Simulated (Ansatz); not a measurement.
**C₂H₈BNSi: an energy map over bond length B3–C4 and dihedral N2–B3–C4–Si5**

How does the energy of C2H8BNSi, SMILES C=NBC[SiH3] change over two coordinates at once? A grid of runs gives the map.

Method: RKS PBE0-D4/def2-SVP; program: Ansatz 0.2.0.

## Step 1: The system as given

13 atoms, charge 0, spin multiplicity 1.

Atoms are counted from 1 here; the program's logs count them from 0.

Bond lengths: C1–N2 1.256 Å, C1–H6 1.114 Å, C1–H7 1.114 Å, N2–B3 1.369 Å, B3–C4 1.582 Å, B3–H8 1.223 Å, C4–Si5 1.897 Å, C4–H9 1.111 Å, C4–H10 1.110 Å, Si5–H11 1.507 Å, Si5–H12 1.508 Å, Si5–H13 1.506 Å. Angles: N2–C1–H6 121.8°, N2–C1–H7 121.8°, H6–C1–H7 116.3°, C1–N2–B3 179.7°, N2–B3–C4 122.4°, N2–B3–H8 116.2°, C4–B3–H8 121.3°, B3–C4–Si5 110.0°, B3–C4–H9 110.3°, B3–C4–H10 112.9°, Si5–C4–H9 107.0°, Si5–C4–H10 107.9°, H9–C4–H10 108.5°, C4–Si5–H11 110.4°, C4–Si5–H12 111.1°, C4–Si5–H13 110.9°, H11–Si5–H12 108.0°, H11–Si5–H13 108.2° and more.

Coordinates:

```mol
C2H8BNSi
  3D, bonds by distance, orders not assigned

 13 12  0  0  0  0  0  0  0  0999 V2000
   -1.1539   -0.2475    2.4993 C   0  0
   -0.8174   -0.5674    1.3321 N   0  0
   -0.4471   -0.9216    0.0622 B   0  0
    0.9260   -0.4660   -0.5777 C   0  0
    0.6502    1.0312   -1.7097 Si  0  0
   -0.9279   -0.8975    3.3751 H   0  0
   -1.6925    0.7033    2.7154 H   0  0
   -1.2605   -1.5750   -0.5756 H   0  0
    1.3449   -1.2777   -1.2095 H   0  0
    1.6838   -0.1839    0.1827 H   0  0
    0.1331    2.2028   -0.9161 H   0  0
    1.9358    1.4510   -2.3766 H   0  0
   -0.3538    0.7133   -2.7867 H   0  0
  1  2  8  0
  1  6  8  0
  1  7  8  0
  2  3  8  0
  3  4  8  0
  3  8  8  0
  4  5  8  0
  4  9  8  0
  4 10  8  0
  5 11  8  0
  5 12  8  0
  5 13  8  0
M  END
```

This geometry comes from a loose relaxation at PBE in a small basis, which is not shown.

## Step 3: Plan of the scan

The axes are (1) bond length B3–C4: 15 values from 1.323 to 2.048 Å; (2) dihedral N2–B3–C4–Si5: 15 values from −180 to 156 °, periodic.

Nothing else is relaxed (all other coordinates rigid). Energies count from the relaxed molecule at the same level. Points are written as (first, second).

(The set-up runs are not shown.)

## Step 4: Grid point (1.582 Å, −108°)

File input.yaml:

```yaml
crystal:
  periodic: [false, false, false]
  atoms:
    - { symbol: C, position_ang: [-1.145595, -0.243337, 2.481286] }
    - { symbol: "N", position_ang: [-0.809987, -0.570588, 1.328318] }
    - { symbol: B, position_ang: [-0.4458, -0.924805, 0.061746] }
    - { symbol: C, position_ang: [0.923787, -0.461036, -0.580029] }
    - { symbol: Si, position_ang: [0.619833, 0.842405, -1.90619] }
    - { symbol: H, position_ang: [-0.918757, -0.878455, 3.357098] }
    - { symbol: H, position_ang: [-1.688802, 0.69737, 2.685601] }
    - { symbol: H, position_ang: [-1.25025, -1.581386, -0.56718] }
    - { symbol: H, position_ang: [1.420611, -1.312432, -1.074533] }
    - { symbol: H, position_ang: [1.616888, -0.034012, 0.162808] }
    - { symbol: H, position_ang: [0.004088, 2.067377, -1.306299] }
    - { symbol: H, position_ang: [1.900935, 1.245333, -2.568339] }
    - { symbol: H, position_ang: [-0.306269, 0.325258, -2.960858] }
basis:
  gaussian: { orbitals: def2-SVP }
hamiltonian:
  xc: pbe0
  dispersion: d4
output:
  forces: true
```

Run with:

```bash
> ansatz run input.yaml --threads 1 --pin off --max-ram 2560MiB --backend cpu --events-out ev --progress --plain --runs-dir out
```

Further runs follow: the other points that were computed.

What does the calculation give? Wanted: lowest point; highest computed point; largest force on an atom.

As calculated:

| quantity | value |
| --- | --- |
| lowest point | (1.582 Å, −108°), 0.38 kJ/mol |
| highest computed point | (1.323 Å, −180°), 142 kJ/mol above the lowest |
| largest force on an atom (eV/Å) | 0.2 at (1.582 Å, −84°) to 11.8 at (1.323 Å, −180°); 0.2 at the lowest point |
| time for the whole task | 20 min on 1 thread, shared host |

The lowest computed point is at (1.582 Å, −108°), 0.38 kJ/mol from the relaxed molecule at the same level. The grid is coarse, so the lowest point of the scanned range may lie between grid points; coordinates that were held can hide deeper minima. There is a further well near (1.582 Å, 108°) (1.4 kJ/mol above the lowest at that grid point). The highest computed point, (1.323 Å, −180°), lies 142 kJ/mol above the lowest. On the interpolated surface the easiest way out of the lowest well to the well at (1.582 Å, 108°) passes a barrier of about 9.6 kJ/mol. Round the minimum the two coordinates are nearly uncoupled.
